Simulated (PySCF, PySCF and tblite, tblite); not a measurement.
# C8H9N: a path driven as rotation about a bond, and NMR exchange, part 2 of 2

PySCF and tblite. Atoms count from 0.

### Step 11. The path in numbers

Job settings and geometry (Å):

```
{"job": {"smiles": "NC1=CC2C=CC3C1C23", "charge": 0, "mult": 1, "motion": "rotation", "what": "enamine", "atoms": [1, 0], "drives": [{"terms": [["t", [2, 1, 0, 9], 0.25], ["t", [2, 1, 0, 10], 0.25], ["t", [7, 1, 0, 9], 0.25], ["t", [7, 1, 0, 10], 0.25]], "by": 180, "n": 12}], "flip": [1, 0], "study": "path", "level": {"kind": "nmr", "xc": "PBE0", "basis": "pcSseg-1"}, "fields": [200, 250, 500], "first": 4, "seed": 515, "kind": "path"}, "charge": 0, "multiplicity": 1}
N      2.378682     0.509956     0.781048
C      1.164301     0.465766     0.118425
C      0.194000     1.393799     0.097611
C     -1.056457     0.833267    -0.542065
C     -1.697383     0.271905     0.702951
C     -1.335969    -0.997055     0.892279
C     -0.543052    -1.481772    -0.240310
C      0.751347    -0.725586    -0.639915
C     -0.561526    -0.408030    -1.288489
H      3.121896    -0.016464     0.346502
H      2.664179     1.432777     1.071341
H      0.204668     2.339583     0.608934
H     -1.653842     1.540635    -1.113546
H     -2.244565     0.893296     1.389742
H     -1.568416    -1.610816     1.744397
H     -0.554321    -2.533630    -0.487454
H      1.509442    -1.327732    -1.122366
H     -0.781743    -0.573581    -2.330743
```

Output:

```text
stationary points (kcal/mol above the start)
  n  kind          group   xTB      DFT    lowest mode
  0  minimum      C1       0.00     0.00     169.1
  1  saddle       C1       6.82     6.62    -344.9
  2  saddle       C1       6.51     5.79    -263.1
  3  minimum      C1       0.10     0.59     169.7

GFN2-xTB energies: T/K, barrier G, reaction G (kcal/mol), k forward, k back (1/s)
 150.00     6.11     0.08   5.35e+03   6.94e+03
 200.00     6.13     0.07    1.2e+06   1.45e+06
 250.00     6.18     0.07   3.17e+07   3.63e+07
 298.15     6.24     0.06   2.64e+08   2.92e+08
 350.00     6.32     0.05   1.35e+09   1.46e+09
 400.00     6.41     0.05   4.36e+09   4.61e+09
 500.00     6.64     0.03   2.25e+10   2.31e+10

PBE0/pcSseg-1 + D3(BJ) energies: T/K, barrier G, reaction G (kcal/mol), k forward, k back (1/s)
 150.00     5.38     0.57   4.78e+04   3.21e+05
 200.00     5.41     0.56   5.76e+06   2.37e+07
 250.00     5.45     0.56   1.06e+08   3.24e+08
 298.15     5.51     0.55   7.02e+08   1.78e+09
 350.00     5.59     0.54   3.04e+09   6.63e+09
 400.00     5.69     0.53   8.74e+09   1.71e+10
 500.00     5.92     0.52   3.85e+10    6.5e+10
```

Run time: 2.1 min. Hardware: 1 thread of Intel Xeon Platinum 8488C, shared host; peak memory 0.9 GiB. This counts the whole study up to here.

Barriers by level (kcal/mol; entropies in cal/(mol K)). Zero-point and thermal terms come from xTB in every row. ΔG‡ leaves symmetry out; the rate counts one path and all 2 saddles; effective ΔG‡, where given, is the barrier that would give that rate by Eyring's equation alone:

```
                 level   ΔE‡  with zero-point   ΔH‡   ΔS‡  ΔG‡ (298 K)  ΔE of reaction  k at 298 K (1/s)  effective ΔG‡
              GFN2-xTB  6.51             6.10  5.81  -1.4         6.24            0.11           2.6e+08           5.96
PBE0/pcSseg-1 + D3(BJ)  5.79             5.37  5.09  -1.4         5.51            0.59             7e+08           5.38
```

Sites that the driver pairs across this motion, and where their lines would merge (no couplings; faster rotations, inversion at nitrogen or exchange between molecules can average them sooner):

```
nucleus        sites: shielding (ppm)  proton frequency (MHz)  spread (Hz)  coalescence (K)  lines at 298 K
    13C      C4: 46.8; C4 (end): 44.6                     500          269        not given               –
    13C    C7: 142.3; C7 (end): 143.8                     500          190        not given               –
    13C      C5: 67.0; C5 (end): 68.4                     500          165        not given               –
    13C      C2: 84.1; C2 (end): 83.0                     500          140        not given               –
    15N    N0: 195.0; N0 (end): 197.7                     500          137        not given               –
     1H  H10: 28.77; H10 (end): 29.03                     500          133        not given               –
    13C      C1: 44.0; C1 (end): 43.2                     500          101        not given               –
     1H  H14: 26.52; H14 (end): 26.69                     500           86        not given               –
```

A dash: the driver gave no coalescence for this row (it judged the minor form too scarce).

Rows that set an atom against itself at the end compare its shielding in the two forms.

### Step 12. Shieldings, start: OPBE/pcSseg-1

Job settings and geometry (Å):

```
{"job": {"kind": "nmr", "xc": "OPBE", "basis": "pcSseg-1", "pop": false}, "charge": 0, "multiplicity": 1}
N      2.378682     0.509956     0.781048
C      1.164301     0.465766     0.118425
C      0.194000     1.393799     0.097611
C     -1.056457     0.833267    -0.542065
C     -1.697383     0.271905     0.702951
C     -1.335969    -0.997055     0.892279
C     -0.543052    -1.481772    -0.240310
C      0.751347    -0.725586    -0.639915
C     -0.561526    -0.408030    -1.288489
H      3.121896    -0.016464     0.346502
H      2.664179     1.432777     1.071341
H      0.204668     2.339583     0.608934
H     -1.653842     1.540635    -1.113546
H     -2.244565     0.893296     1.389742
H     -1.568416    -1.610816     1.744397
H     -0.554321    -2.533630    -0.487454
H      1.509442    -1.327732    -1.122366
H     -0.781743    -0.573581    -2.330743
```

Output:

```text
coarse grid: 15336 points
cycle   1  E = -364.6408569871  dE =  1.474e+00  |g| = 5.946e-01  |ddm| = 4.196e+00
cycle   2  E = -364.5132852712  dE =  1.276e-01  |g| = 9.334e-01  |ddm| = 1.935e+00
cycle   3  E = -364.7339304570  dE = -2.206e-01  |g| = 1.597e-01  |ddm| = 1.367e+00
cycle   4  E = -364.7383272310  dE = -4.397e-03  |g| = 8.724e-02  |ddm| = 2.496e-01
cycle   5  E = -364.7402142717  dE = -1.887e-03  |g| = 2.356e-02  |ddm| = 1.105e-01
cycle   6  E = -364.7403228373  dE = -1.086e-04  |g| = 1.210e-02  |ddm| = 3.315e-02
cycle   7  E = -364.7403591372  dE = -3.630e-05  |g| = 3.101e-03  |ddm| = 1.492e-02
cycle   8  E = -364.7403614573  dE = -2.320e-06  |g| = 8.426e-04  |ddm| = 3.525e-03
final grid: 149008 points
cycle   9  E = -364.7541399800  dE = -2.383e-04  |g| = 1.029e-02  |ddm| = 1.222e-01
cycle  10  E = -364.7541008787  dE =  3.910e-05  |g| = 1.638e-02  |ddm| = 3.929e-02
cycle  11  E = -364.7541686645  dE = -6.779e-05  |g| = 1.765e-03  |ddm| = 2.299e-02
cycle  12  E = -364.7541690961  dE = -4.316e-07  |g| = 1.058e-03  |ddm| = 2.703e-03
cycle  13  E = -364.7541693563  dE = -2.602e-07  |g| = 3.496e-04  |ddm| = 1.419e-03
cycle  14  E = -364.7541693839  dE = -2.758e-08  |g| = 1.577e-04  |ddm| = 5.079e-04
cycle  15  E = -364.7541693898  dE = -5.974e-09  |g| = 5.029e-05  |ddm| = 1.885e-04
cycle  16  E = -364.7541693905  dE = -6.328e-10  |g| = 1.286e-05  |ddm| = 5.721e-05
converged SCF energy = -364.7541693905

GIAO shielding tensors (ppm)
atom      isotropic    diamagn.    paramagn.     s11        s22        s33       span
  0 N      191.883     313.977    -122.094    142.259    182.551    250.838    108.579
  1 C       54.709     248.247    -193.538    -20.235     54.017    130.346    150.581
  2 C       91.774     248.941    -157.167     38.839     80.713    155.771    116.931
  3 C      132.894     244.748    -111.854    118.934    132.653    147.096     28.162
  4 C       58.120     251.034    -192.914    -27.092     46.453    155.000    182.092
  5 C       74.806     245.128    -170.322     -1.826     73.833    152.411    154.237
  6 C      143.675     248.050    -104.375    103.805    146.666    180.555     76.750
  7 C      142.555     245.963    -103.408    107.089    135.668    184.909     77.819
  8 C      139.684     246.081    -106.397     96.441    132.666    189.944     93.503
  9 H       28.696      30.234      -1.539     22.154     27.067     36.866     14.712
 10 H       28.658      30.032      -1.374     21.826     26.715     37.432     15.606
 11 H       27.247      32.236      -4.989     23.464     27.644     30.633      7.169
 12 H       28.594      31.820      -3.226     24.430     25.051     36.302     11.872
 13 H       25.849      30.909      -5.061     22.771     26.202     28.574      5.803
 14 H       26.510      29.819      -3.309     23.794     26.172     29.566      5.772
 15 H       28.850      31.198      -2.347     22.799     26.794     36.959     14.160
 16 H       29.317      31.688      -2.372     23.274     28.094     36.581     13.307
 17 H       28.896      32.497      -3.601     23.239     26.085     37.363     14.123
```

Run time: 49 s. Hardware: 1 thread of Intel Xeon Platinum 8488C, shared host; peak memory 0.76 GiB.

Key values: HOMO -4.27 eV, LUMO -0.22 eV; dipole 1.85 D.

### Step 13. Single-point energy: OPBE/pcSseg-1

Job settings and geometry (Å):

```
{"job": {"kind": "sp", "xc": "OPBE", "basis": "pcSseg-1", "pop": false}, "charge": 0, "multiplicity": 1}
N      2.490832     0.468479     0.629362
C      1.208564     0.361037     0.032235
C      0.279490     1.321717     0.022095
C     -1.007063     0.815337    -0.583633
C     -1.635657     0.332560     0.701788
C     -1.337304    -0.948096     0.922105
C     -0.606122    -1.512464    -0.213374
C      0.715359    -0.838014    -0.676052
C     -0.598255    -0.475132    -1.298184
H      2.629758    -0.287923     1.293853
H      3.220058     0.388017    -0.074265
H      0.361978     2.281793     0.496312
H     -1.580554     1.536460    -1.160764
H     -2.130758     1.003855     1.380570
H     -1.582850    -1.520851     1.799036
H     -0.680283    -2.570170    -0.422052
H      1.425222    -1.497024    -1.158854
H     -0.860099    -0.665727    -2.326328
```

Output:

```text
coarse grid: 15336 points
cycle   1  E = -364.6347317262  dE =  1.444e+00  |g| = 5.903e-01  |ddm| = 4.162e+00
cycle   2  E = -364.5220680809  dE =  1.127e-01  |g| = 9.063e-01  |ddm| = 1.909e+00
cycle   3  E = -364.7272436549  dE = -2.052e-01  |g| = 1.166e-01  |ddm| = 1.286e+00
cycle   4  E = -364.7286585649  dE = -1.415e-03  |g| = 8.659e-02  |ddm| = 2.036e-01
cycle   5  E = -364.7305620574  dE = -1.903e-03  |g| = 1.947e-02  |ddm| = 9.995e-02
cycle   6  E = -364.7306313131  dE = -6.926e-05  |g| = 1.075e-02  |ddm| = 2.837e-02
cycle   7  E = -364.7306600512  dE = -2.874e-05  |g| = 2.706e-03  |ddm| = 1.262e-02
cycle   8  E = -364.7306618098  dE = -1.759e-06  |g| = 8.183e-04  |ddm| = 3.275e-03
final grid: 149008 points
cycle   9  E = -364.7440297206  dE = -2.318e-04  |g| = 1.022e-02  |ddm| = 1.159e-01
cycle  10  E = -364.7439927121  dE =  3.701e-05  |g| = 1.611e-02  |ddm| = 3.897e-02
cycle  11  E = -364.7440582858  dE = -6.557e-05  |g| = 1.363e-03  |ddm| = 2.269e-02
cycle  12  E = -364.7440584173  dE = -1.315e-07  |g| = 1.088e-03  |ddm| = 2.359e-03
cycle  13  E = -364.7440587046  dE = -2.872e-07  |g| = 3.226e-04  |ddm| = 1.298e-03
cycle  14  E = -364.7440587291  dE = -2.453e-08  |g| = 1.175e-04  |ddm| = 4.316e-04
cycle  15  E = -364.7440587323  dE = -3.244e-09  |g| = 3.004e-05  |ddm| = 1.521e-04
cycle  16  E = -364.7440587325  dE = -1.962e-10  |g| = 1.347e-05  |ddm| = 4.026e-05
converged SCF energy = -364.7440587325
```

Wall time 34 s (1 thread of Intel Xeon Platinum 8488C, shared host); peak memory 0.49 GiB.

This run: HOMO -5.08 eV, LUMO -0.66 eV; dipole 1.49 D.

### Step 14. Shieldings, end: OPBE/pcSseg-1

Job settings and geometry (Å):

```
{"job": {"kind": "nmr", "xc": "OPBE", "basis": "pcSseg-1", "pop": false}, "charge": 0, "multiplicity": 1}
N      2.479762     0.607014     0.486948
C      1.187719     0.470369     0.005998
C      0.232457     1.409301    -0.081427
C     -1.040520     0.813437    -0.639954
C     -1.662754     0.390399     0.668409
C     -1.319078    -0.860658     0.975214
C     -0.559772    -1.470299    -0.120143
C      0.736850    -0.782148    -0.621938
C     -0.585522    -0.505132    -1.269459
H      2.610681     1.382705     1.118796
H      2.899872    -0.247738     0.818512
H      0.273317     2.403396     0.325728
H     -1.638704     1.472350    -1.265581
H     -2.184466     1.086446     1.301689
H     -1.544118    -1.382953     1.888650
H     -0.596872    -2.541149    -0.261455
H      1.475760    -1.438303    -1.059916
H     -0.833920    -0.769621    -2.284118
```

Output:

```text
coarse grid: 15336 points
cycle   1  E = -364.6405976707  dE =  1.473e+00  |g| = 5.930e-01  |ddm| = 4.198e+00
cycle   2  E = -364.5151716704  dE =  1.254e-01  |g| = 9.256e-01  |ddm| = 1.946e+00
cycle   3  E = -364.7320753460  dE = -2.169e-01  |g| = 1.719e-01  |ddm| = 1.378e+00
cycle   4  E = -364.7376091940  dE = -5.534e-03  |g| = 8.618e-02  |ddm| = 2.582e-01
cycle   5  E = -364.7394431168  dE = -1.834e-03  |g| = 2.402e-02  |ddm| = 1.104e-01
cycle   6  E = -364.7395590615  dE = -1.159e-04  |g| = 1.173e-02  |ddm| = 3.377e-02
cycle   7  E = -364.7395923758  dE = -3.331e-05  |g| = 3.206e-03  |ddm| = 1.435e-02
cycle   8  E = -364.7395948700  dE = -2.494e-06  |g| = 9.093e-04  |ddm| = 3.805e-03
final grid: 149008 points
cycle   9  E = -364.7532681945  dE = -2.270e-04  |g| = 1.044e-02  |ddm| = 1.151e-01
cycle  10  E = -364.7532286893  dE =  3.951e-05  |g| = 1.652e-02  |ddm| = 3.979e-02
cycle  11  E = -364.7532975106  dE = -6.882e-05  |g| = 1.837e-03  |ddm| = 2.342e-02
cycle  12  E = -364.7532979713  dE = -4.607e-07  |g| = 1.107e-03  |ddm| = 2.771e-03
cycle  13  E = -364.7532982611  dE = -2.898e-07  |g| = 3.838e-04  |ddm| = 1.487e-03
cycle  14  E = -364.7532982975  dE = -3.639e-08  |g| = 1.241e-04  |ddm| = 5.034e-04
cycle  15  E = -364.7532983009  dE = -3.430e-09  |g| = 4.646e-05  |ddm| = 1.596e-04
cycle  16  E = -364.7532983015  dE = -5.562e-10  |g| = 1.074e-05  |ddm| = 5.195e-05
converged SCF energy = -364.7532983015

GIAO shielding tensors (ppm)
atom      isotropic    diamagn.    paramagn.     s11        s22        s33       span
  0 N      194.310     314.265    -119.955    147.395    187.904    247.630    100.235
  1 C       54.162     248.848    -194.687    -22.261     54.224    130.522    152.783
  2 C       90.776     248.971    -158.195     34.426     85.024    152.878    118.453
  3 C      133.012     244.950    -111.938    118.663    133.412    146.960     28.298
  4 C       56.300     251.164    -194.864    -30.711     45.936    153.675    184.386
  5 C       76.016     245.518    -169.502      0.802     74.529    152.716    151.914
  6 C      144.156     248.178    -104.022    104.689    146.154    181.627     76.937
  7 C      144.097     245.736    -101.639    107.160    141.936    183.195     76.035
  8 C      138.756     246.195    -107.438     94.884    132.117    189.268     94.384
  9 H       28.743      30.312      -1.569     22.093     26.717     37.419     15.325
 10 H       28.892      30.741      -1.849     22.226     27.407     37.043     14.817
 11 H       27.156      32.385      -5.229     23.256     27.602     30.610      7.353
 12 H       28.605      31.881      -3.276     24.354     25.129     36.333     11.979
 13 H       25.765      31.111      -5.346     22.930     26.013     28.351      5.421
 14 H       26.674      30.164      -3.490     23.951     26.287     29.783      5.832
 15 H       28.874      31.329      -2.455     22.904     26.719     36.999     14.094
 16 H       29.165      31.527      -2.362     23.324     27.823     36.348     13.024
 17 H       28.754      32.512      -3.759     23.125     26.020     37.116     13.991
```

It took 46 s on 1 thread of Intel Xeon Platinum 8488C, shared host; peak memory 0.71 GiB.

In short: HOMO -4.25 eV, LUMO -0.28 eV; dipole 1.55 D.

### Step 15. Single-point energy, saddle of leg 1: OPBE/pcSseg-1

Job settings and geometry (Å):

```
{"job": {"kind": "sp", "xc": "OPBE", "basis": "pcSseg-1", "pop": false}, "charge": 0, "multiplicity": 1}
N      2.505957     0.419926     0.604724
C      1.200818     0.393597     0.038733
C      0.257320     1.343762     0.026365
C     -1.019707     0.819532    -0.585196
C     -1.647838     0.331885     0.698621
C     -1.328597    -0.943260     0.924311
C     -0.584468    -1.499188    -0.205288
C      0.729160    -0.806290    -0.667568
C     -0.588076    -0.466474    -1.294371
H      3.053886     1.175446     0.204891
H      2.456627     0.580688     1.606577
H      0.311133     2.309957     0.499166
H     -1.599023     1.532842    -1.166813
H     -2.157217     0.997948     1.372682
H     -1.567900    -1.516089     1.802913
H     -0.637521    -2.558591    -0.408135
H      1.460250    -1.451774    -1.129280
H     -0.844803    -0.663917    -2.322333
```

Output:

```text
coarse grid: 15336 points
cycle   1  E = -364.6354034826  dE =  1.443e+00  |g| = 5.836e-01  |ddm| = 4.165e+00
cycle   2  E = -364.5321650443  dE =  1.032e-01  |g| = 8.838e-01  |ddm| = 1.857e+00
cycle   3  E = -364.7278909203  dE = -1.957e-01  |g| = 8.621e-02  |ddm| = 1.250e+00
cycle   4  E = -364.7289982182  dE = -1.107e-03  |g| = 4.681e-02  |ddm| = 1.593e-01
cycle   5  E = -364.7294822187  dE = -4.840e-04  |g| = 1.722e-02  |ddm| = 6.182e-02
cycle   6  E = -364.7295462202  dE = -6.400e-05  |g| = 7.878e-03  |ddm| = 2.399e-02
cycle   7  E = -364.7295606467  dE = -1.443e-05  |g| = 2.333e-03  |ddm| = 8.948e-03
cycle   8  E = -364.7295617851  dE = -1.138e-06  |g| = 1.073e-03  |ddm| = 3.231e-03
final grid: 149008 points
cycle   9  E = -364.7428474805  dE = -2.338e-04  |g| = 1.073e-02  |ddm| = 1.189e-01
cycle  10  E = -364.7427907087  dE =  5.677e-05  |g| = 1.846e-02  |ddm| = 4.124e-02
cycle  11  E = -364.7428747084  dE = -8.400e-05  |g| = 4.263e-03  |ddm| = 2.481e-02
cycle  12  E = -364.7428792899  dE = -4.581e-06  |g| = 1.080e-03  |ddm| = 5.152e-03
cycle  13  E = -364.7428795828  dE = -2.930e-07  |g| = 3.013e-04  |ddm| = 1.466e-03
cycle  14  E = -364.7428796017  dE = -1.891e-08  |g| = 1.112e-04  |ddm| = 4.243e-04
cycle  15  E = -364.7428796044  dE = -2.703e-09  |g| = 3.609e-05  |ddm| = 1.547e-04
cycle  16  E = -364.7428796047  dE = -3.056e-10  |g| = 1.336e-05  |ddm| = 4.554e-05
converged SCF energy = -364.7428796047
```

It took 35 s on 1 thread of Intel Xeon Platinum 8488C, shared host; peak memory 0.49 GiB.

Key values: HOMO -5.21 eV, LUMO -0.68 eV; dipole 1.02 D.

### Step 16. Second level: OPBE/pcSseg-1 + D3(BJ)

Job settings and geometry (Å):

```
{"job": {"smiles": "NC1=CC2C=CC3C1C23", "charge": 0, "mult": 1, "motion": "rotation", "what": "enamine", "atoms": [1, 0], "drives": [{"terms": [["t", [2, 1, 0, 9], 0.25], ["t", [2, 1, 0, 10], 0.25], ["t", [7, 1, 0, 9], 0.25], ["t", [7, 1, 0, 10], 0.25]], "by": 180, "n": 12}], "flip": [1, 0], "study": "path", "level": {"kind": "nmr", "xc": "OPBE", "basis": "pcSseg-1", "wide": true}, "fields": [200, 250, 500], "first": 4, "seed": 515, "kind": "pathvar"}, "charge": 0, "multiplicity": 1}
N      2.378682     0.509956     0.781048
C      1.164301     0.465766     0.118425
C      0.194000     1.393799     0.097611
C     -1.056457     0.833267    -0.542065
C     -1.697383     0.271905     0.702951
C     -1.335969    -0.997055     0.892279
C     -0.543052    -1.481772    -0.240310
C      0.751347    -0.725586    -0.639915
C     -0.561526    -0.408030    -1.288489
H      3.121896    -0.016464     0.346502
H      2.664179     1.432777     1.071341
H      0.204668     2.339583     0.608934
H     -1.653842     1.540635    -1.113546
H     -2.244565     0.893296     1.389742
H     -1.568416    -1.610816     1.744397
H     -0.554321    -2.533630    -0.487454
H      1.509442    -1.327732    -1.122366
H     -0.781743    -0.573581    -2.330743
```

Output:

```text
stationary points (kcal/mol above the start)
  n  kind          group   xTB      DFT    lowest mode
  0  minimum      C1       0.00     0.00     169.1
  1  saddle       C1       6.82     7.35    -344.9
  2  saddle       C1       6.51     6.59    -263.1
  3  minimum      C1       0.10     0.57     169.7

GFN2-xTB energies: T/K, barrier G, reaction G (kcal/mol), k forward, k back (1/s)
 150.00     6.11     0.08   5.35e+03   6.94e+03
 200.00     6.13     0.07    1.2e+06   1.45e+06
 250.00     6.18     0.07   3.17e+07   3.63e+07
 298.15     6.24     0.06   2.64e+08   2.92e+08
 350.00     6.32     0.05   1.35e+09   1.46e+09
 400.00     6.41     0.05   4.36e+09   4.61e+09
 500.00     6.64     0.03   2.25e+10   2.31e+10

PBE0/pcSseg-1 + D3(BJ) energies: T/K, barrier G, reaction G (kcal/mol), k forward, k back (1/s)
 150.00     5.38     0.57   4.78e+04   3.21e+05
 200.00     5.41     0.56   5.76e+06   2.37e+07
 250.00     5.45     0.56   1.06e+08   3.24e+08
 298.15     5.51     0.55   7.02e+08   1.78e+09
 350.00     5.59     0.54   3.04e+09   6.63e+09
 400.00     5.69     0.53   8.74e+09   1.71e+10
 500.00     5.92     0.52   3.85e+10    6.5e+10

OPBE/pcSseg-1 + D3(BJ) energies: T/K, barrier G, reaction G (kcal/mol), k forward, k back (1/s)
 150.00     6.18     0.54   3.36e+03   2.08e+04
 200.00     6.20     0.54   7.93e+05   3.08e+06
 250.00     6.25     0.53   2.18e+07   6.36e+07
 298.15     6.31     0.53   1.88e+08   4.56e+08
 350.00     6.39     0.52    9.9e+08   2.09e+09
 400.00     6.48     0.51   3.28e+09   6.25e+09
 500.00     6.71     0.49   1.77e+10   2.91e+10
```

It took 4.8 min on 1 thread of Intel Xeon Platinum 8488C, shared host; peak memory 0.9 GiB. This counts the runs that the step sums up.

Barriers by level (kcal/mol; entropies in cal/(mol K)). Zero-point and thermal terms come from xTB in every row. ΔG‡ leaves symmetry out; the rate counts one path and all 2 saddles; effective ΔG‡, where given, is the barrier that would give that rate by Eyring's equation alone:

```
                 level   ΔE‡  with zero-point   ΔH‡   ΔS‡  ΔG‡ (298 K)  ΔE of reaction  k at 298 K (1/s)  effective ΔG‡
              GFN2-xTB  6.51             6.10  5.81  -1.4         6.24            0.11           2.6e+08           5.96
PBE0/pcSseg-1 + D3(BJ)  5.79             5.37  5.09  -1.4         5.51            0.59             7e+08           5.38
OPBE/pcSseg-1 + D3(BJ)  6.59             6.17  5.89  -1.4         6.31            0.57           1.9e+08           6.17
```

### Step 17. Results

The summary covers parts 1 to 2.

```
                        quantity                             value
barrier (PBE0/pcSseg-1 + D3(BJ))  ΔE‡ 5.8, ΔG‡(298 K) 5.5 kcal/mol
              barrier (GFN2-xTB)                  ΔE‡ 6.5 kcal/mol
                   rate at 298 K                         7e+08 s⁻¹
                 end of the path       0.6 kcal/mol from the start
```

The barrier is 5.8 kcal/mol at the DFT level (xTB: 6.5); with thermal terms and the count of paths the DFT value gives a rate of 7e+08 s⁻¹ at 298 K. An error of 1.4 kcal/mol changes that rate tenfold. OPBE/pcSseg-1 + D3(BJ) moves the barrier from 5.8 to 6.6 kcal/mol.
